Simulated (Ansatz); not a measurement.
# C₂H₅GeN: up Jacob's ladder to CCSD(T)

How much do the methods differ for C₂H₅GeN? The plan is to run it at one geometry with functionals of several rungs and with coupled cluster. The yardstick is the atomisation energy at the CCSD(T) limit.

Method: functionals in def2-TZVPP, the program's frozen cores in correlated methods; program: Ansatz 0.2.0, Gaussian basis.

The runs, in order: LDA (SPW92), PBE-D4, revPBE-D4, BLYP-D4, r2SCAN-D4, B97M-V, PBE0-D4, B3LYP-D4, r2SCANh-D4, r2SCAN0-D4, HSE06-D4, BHLYP-D4, CAM-B3LYP-D4, LC-ωPBE, ωB97X-V, ωB97M-V, B2PLYP, PBE-QIDH; CCSD(T)/def2-SVP; CCSD(T)/def2-TZVPP; MP2/def2-QZVPP; extrapolation to the limit; RPA on PBE.

**1. The relaxed structure**

All runs share one geometry, relaxed beforehand with PBE0-D4 in a triple-zeta def2 set.

SMILES `C1=[N][GeH2][CH2]1`, 9 atoms, charge 0, spin multiplicity 1.

Atoms are counted from 1 here; the program's logs count them from 0.

Bond lengths: C1–N2 1.278 Å, C1–C4 1.512 Å, C1–H5 1.098 Å, N2–Ge3 1.910 Å, Ge3–C4 1.983 Å, Ge3–H6 1.538 Å, Ge3–H7 1.538 Å, C4–H8 1.092 Å, C4–H9 1.092 Å. Angles: N2–C1–C4 114.8°, N2–C1–H5 121.7°, C4–C1–H5 123.5°, C1–N2–Ge3 89.9°, N2–Ge3–C4 74.4°, N2–Ge3–H6 115.0°, N2–Ge3–H7 115.0°, C4–Ge3–H6 118.6°, C4–Ge3–H7 118.6°, H6–Ge3–H7 110.9°, C1–C4–Ge3 80.9°, C1–C4–H8 114.5°, C1–C4–H9 114.5°, Ge3–C4–H8 117.9°, Ge3–C4–H9 117.9°, H8–C4–H9 108.9°.

**2. LDA**

This LDA is Slater exchange with PW92 correlation.

in.yaml reads:

```yaml
crystal:
  periodic: [false, false, false]
  atoms:
    - {symbol: C, position_ang: [-0.186793, -0.549715, -1.075063]}
    - {symbol: N, position_ang: [1.035909, -0.182485, -1.141527]}
    - {symbol: Ge, position_ang: [0.903932, 0.560555, 0.613007]}
    - {symbol: C, position_ang: [-0.885366, -0.197111, 0.218468]}
    - {symbol: H, position_ang: [-0.675603, -1.079484, -1.903385]}
    - {symbol: H, position_ang: [1.056471, 2.089143, 0.684061]}
    - {symbol: H, position_ang: [1.776040, -0.127037, 1.676749]}
    - {symbol: H, position_ang: [-1.720495, 0.497355, 0.107037]}
    - {symbol: H, position_ang: [-1.215593, -1.057721, 0.803652]}
basis:
  gaussian: {orbitals: def2-TZVPP}
hamiltonian: {xc: lda}
output: {orbitals: {seedname: orbitals}}
```

Launch:

```sh
$ ansatz run in.yaml --threads 2 --pin off --events-out ev --progress --plain --max-ram 4352MiB
```

After this run come: PBE-D4 (GGA); revPBE-D4 (GGA); BLYP-D4 (GGA); r2SCAN-D4 (meta-GGA); B97M-V (meta-GGA); B3LYP-D4 (hybrid); r2SCANh-D4 (hybrid); r2SCAN0-D4 (hybrid); HSE06-D4 (hybrid); BHLYP-D4 (hybrid); CAM-B3LYP-D4 (range-separated); LC-ωPBE (range-separated); ωB97X-V (range-separated); ωB97M-V (range-separated); B2PLYP (double hybrid); PBE-QIDH (double hybrid); CCSD(T) in def2-SVP; CCSD(T) in def2-TZVPP; MP2 in def2-QZVPP; RPA on PBE orbitals.

Q: Predict the results of all the runs planned. Wanted: atomisation energy, CCSD(T)/CBS; farthest beyond LDA; mean size of error, GGA; mean size of error, meta-GGA; mean size of error, hybrid; mean size of error, range-separated; mean size of error, double hybrid; gap, smallest and largest; T1 diagnostic.

As calculated:

```
                               quantity                                                                                                                              value
        atomisation energy, CCSD(T)/CBS                                                                                                                          33.774 eV
    functionals within 0.338 eV (1.0 %)  revPBE-D4, BLYP-D4, r2SCAN-D4, B97M-V, PBE0-D4, B3LYP-D4, r2SCANh-D4, HSE06-D4, CAM-B3LYP-D4, LC-ωPBE, ωB97X-V, ωB97M-V, PBE-QIDH
                    farthest beyond LDA                                                                                                               BHLYP-D4 (-1.229 eV)
                mean size of error, GGA                                                                                                                           0.311 eV
           mean size of error, meta-GGA                                                                                                                           0.102 eV
             mean size of error, hybrid                                                                                                                           0.416 eV
    mean size of error, range-separated                                                                                                                           0.076 eV
      mean size of error, double hybrid                                                                                                                           0.280 eV
              gap, smallest and largest                                                                                          4.08 eV (LDA (SPW92)), 11.89 eV (LC-ωPBE)
                          T1 diagnostic                                                                                                                             0.0126
triples share of the correlation energy                                                                                                                              4.4 %
```

What this shows: LDA overbinds by 5.286 eV (16 %). PBE-D4 misses by +0.882 eV. Double hybrids carry the basis error of their MP2 part in triple zeta, and no dispersion term here, so their miss is partly the set-up's. The rungs range-separated, meta-GGA, double hybrid, GGA miss on average by less than the doubt on the reference (0.338 eV), so they tie. Misses under about 0.338 eV are within the doubt on the reference itself, which lacks core-valence correlation, relativity and higher excitations, and its outer-core shells are covered unevenly. Hartree-Fock recovers 69 % of the binding; the rest is correlation. CCSD(T) in def2-SVP is off by -2.027 eV, so the small basis spoils what the method gains. The gap grows from 4.1 to 11.9 eV across the functionals, mostly with the share of exact exchange. Correlated methods include outer-core shells of Ge, which these sets cover unevenly.
